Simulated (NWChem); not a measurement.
# the pair GaH3···O3, step by step

We compute the energy (singlet GaH3O3, MP2/6-31G*), then a single-point energy (singlet GaH3, MP2/6-31G*), then a single-point energy (singlet O3, MP2/6-31G*), then the energy (singlet GaH3, MP2/6-31G*), then the energy (singlet O3, MP2/6-31G*) of GaH3O3 and its partners. 

The calculation is run with NWChem 7.3.0.

### 1 The system as given

GaH3O3 has 7 atoms, charge 0, and is taken as a singlet. The two molecules were placed rigidly side by side, at 0.9 times their contact distance; the pair isn't optimised.

Bond lengths: O5–O6 1.238 Å, O6–O7 1.238 Å, Ga1–H2 1.568 Å, Ga1–H3 1.568 Å, Ga1–H4 1.568 Å. Angles: O5–O6–O7 118.4°, H2–Ga1–H3 120.0°, H2–Ga1–H4 120.0°, H3–Ga1–H4 120.0°.

### 2 The energy at MP2/6-31G(d) (spherical functions) (run 1)

The input, work.nw:

```
start work
title "GaH3O3 mp2"
memory stack 880 mb heap 220 mb global 1100 mb

geometry units angstroms noautosym nocenter noautoz
  Ga      -0.000430       0.000150       0.000480
  H        1.238580       0.358850       0.892780
  H       -0.565920      -1.462750      -0.004620
  H       -0.672220       1.103750      -0.888620
  O       -0.050140       0.570140      -3.196030
  O        1.106640       0.207410      -3.446650
  O        1.399370      -0.056580      -4.620150
end

basis "ao basis" spherical bse
  * library 6-31G*
end

scf
  singlet
  rhf
  thresh 1e-08
  maxiter 80
  print low
end

mp2
  freeze core 12
  tight
end

task mp2 energy
```

Command:

```sh
$ nwchem work.nw > work.out
```

Standard output:

```text
[...]
  functions       =    80
[...]
  wavefunction    = RHF
[...]
         Total SCF energy =  -2148.920574383405
      One-electron energy =  -3424.105269951504
      Two-electron energy =   1059.144794261466
 Nuclear repulsion energy =    216.039901306633
        Time for solution =     31.0s
[...]
          Total MP2 energy         -2149.761372891746
[...]
```

Wall time 36 s (1 thread of Intel Xeon Platinum 8175M at 2.50GHz (Skylake/Cascade Lake), shared host); peak memory 0.2 GiB.

### 3 GaH3: the energy at MP2/6-31G(d) (spherical functions) (run 2)

The input, gah3.nw:

```
start gah3
title "GaH3"
memory total 2200 mb

geometry noautosym nocenter noautoz
  Ga      -0.000430       0.000150       0.000480
  H        1.238580       0.358850       0.892780
  H       -0.565920      -1.462750      -0.004620
  H       -0.672220       1.103750      -0.888620
end

basis "ao basis" spherical bse
  * library 6-31G*
end

scf
  thresh 1e-08
  maxiter 80
  print low
end

mp2
  freeze core 9
  tight
end

task mp2 energy
```

Command:

```sh
$ nwchem gah3.nw > gah3.out
```

Standard output:

```text
[...]
  functions       =    38
[...]
  wavefunction    = RHF
[...]
         Total SCF energy =  -1924.672214947161
      One-electron energy =  -2748.945857365470
      Two-electron energy =    792.311081758767
 Nuclear repulsion energy =     31.962560659541
        Time for solution =      5.1s
[...]
          Total MP2 energy         -1924.911552450633
[...]
```

Run time: 7.2 s. Hardware: 1 thread of Intel Xeon Platinum 8175M at 2.50GHz (Skylake/Cascade Lake), shared host; peak memory 0.1 GiB.

### 4 O3: the energy at MP2/6-31G(d) (spherical functions) (run 3)

The input, nw.nw:

```
start nw
memory total 2200 mb
charge 0
geometry noautosym nocenter noautoz
 O       -0.050140       0.570140      -3.196030
 O        1.106640       0.207410      -3.446650
 O        1.399370      -0.056580      -4.620150
end
basis "ao basis" spherical bse
 * library 6-31G*
end
scf
 thresh 1e-08
 maxiter 80
 print low
end
mp2
 freeze core 3
 tight
end
task mp2 energy
```

Command:

```sh
$ nwchem nw.nw > nw.out
```

Standard output:

```text
[...]
  functions       =    42
[...]
  wavefunction    = RHF
[...]
         Total SCF energy =   -224.254363094531
      One-electron energy =   -448.382810302886
      Two-electron energy =    153.486566673313
 Nuclear repulsion energy =     70.641880535042
        Time for solution =      1.7s
[...]
          Total MP2 energy          -224.851815127613
[...]
```

It took 2.6 s on 1 thread of Intel Xeon Platinum 8175M at 2.50GHz (Skylake/Cascade Lake), shared host; peak memory 0.11 GiB.

### 5 GaH3 among ghost functions: the energy at MP2/6-31G(d) (spherical functions, with ghost functions) (run 4)

The input, gah3.nw:

```
start gah3
memory stack 880 mb heap 220 mb global 1100 mb

geometry units bohr noautosym nocenter noautoz
Ga    -0.00081258     0.00028346     0.00090707
H      2.34057698     0.67812822     1.68710969
H     -1.06943381    -2.76419689    -0.00873053
H     -1.27031170     2.08578521    -1.67924843
bqO     -0.094751     1.077408    -6.039621
bqO      2.091247     0.391948    -6.513225
bqO      2.644426    -0.106921    -8.730818
end

basis spherical bse
Ga library 6-31G*
H library 6-31G*
bqO library O 6-31G*
end

scf
nopen 0
rhf
thresh 1e-08
maxiter 80
noprint "final vectors analysis"
end

mp2
freeze core 9
tight
end

task mp2
```

Command:

```sh
$ nwchem gah3.nw > gah3.out
```

Standard output:

```text
[...]
  functions       =    80
[...]
  wavefunction    = RHF
[...]
         Total SCF energy =  -1924.672337268779
      One-electron energy =  -2748.946288448443
      Two-electron energy =    792.311392827597
 Nuclear repulsion energy =     31.962558352067
        Time for solution =     14.0s
[...]
          Total MP2 energy         -1924.911864767891
[...]
```

It took 19 s on 1 thread of Intel Xeon Platinum 8175M at 2.50GHz (Skylake/Cascade Lake), shared host; peak memory 0.16 GiB.

### 6 O3 among ghost functions: the energy at MP2/6-31G(d) (spherical functions, with ghost functions) (run 5)

The input, work.nw:

```
start work
title "O3"
memory stack 880 mb heap 220 mb global 1100 mb

geometry units au noautosym nocenter noautoz
  O     -0.09475087     1.07740845    -6.03962139
  O      2.09124652     0.39194810    -6.51322455
  O      2.64442605    -0.10692070    -8.73081815
  bqGa    -0.000813     0.000283     0.000907
  bqH      2.340577     0.678128     1.687110
  bqH     -1.069434    -2.764197    -0.008731
  bqH     -1.270312     2.085785    -1.679248
end

basis spherical bse
  O library 6-31G*
  bqGa library Ga 6-31G*
  bqH library H 6-31G*
end

scf
  thresh 1e-08
  maxiter 80
  print low
end

mp2
  freeze core 3
  tight
end

task mp2 energy
```

Command:

```sh
$ nwchem work.nw > work.out
```

Standard output:

```text
[...]
  functions       =    80
[...]
  wavefunction    = RHF
[...]
         Total SCF energy =   -224.255790294693
      One-electron energy =   -448.334253263315
      Two-electron energy =    153.436587438033
 Nuclear repulsion energy =     70.641875530589
        Time for solution =     24.1s
[...]
          Total MP2 energy          -224.854562474819
[...]
```

Wall time 29 s (1 thread of Intel Xeon Platinum 8175M at 2.50GHz (Skylake/Cascade Lake), shared host); peak memory 0.17 GiB.

### 7 What came out

| quantity | value |
| --- | --- |
| run 1, MP2/6-31G*: total energy | -2149.76137 Eh |
| run 1, MP2/6-31G*: correlation energy (12 core orbitals frozen) | -840.8 mEh |
| GaH3: total energy | -1924.91155 Eh |
| GaH3: correlation energy (9 core orbitals frozen) | -239.3 mEh |
| O3: total energy | -224.85182 Eh |
| O3: correlation energy (3 core orbitals frozen) | -597.5 mEh |
| GaH3 among ghost functions: total energy | -1924.91186 Eh |
| GaH3 among ghost functions: correlation energy (9 core orbitals frozen) | -239.5 mEh |
| O3 among ghost functions: total energy | -224.85456 Eh |
| O3 among ghost functions: correlation energy (3 core orbitals frozen) | -598.8 mEh |
| interaction energy of the rigid parts GaH3 and O3 (parts in their own basis; closest atoms 2.45 Å apart) | 0.054 eV |
| interaction energy of the rigid parts GaH3 and O3 (parts in the whole basis, counterpoise; closest atoms 2.45 Å apart) | 0.138 eV |

In words: The interaction energy of the rigid parts GaH3 and O3 (parts in their own basis; closest atoms 2.45 Å apart) is 0.05 eV (1.3 kcal/mol): the parts repel at this shape. Without counterpoise this holds the superposition error of the basis. The interaction energy of the rigid parts GaH3 and O3 (parts in the whole basis, counterpoise; closest atoms 2.45 Å apart) is 0.14 eV (3.2 kcal/mol): the parts repel at this shape. The basis-set superposition error is 8.0 kJ/mol.
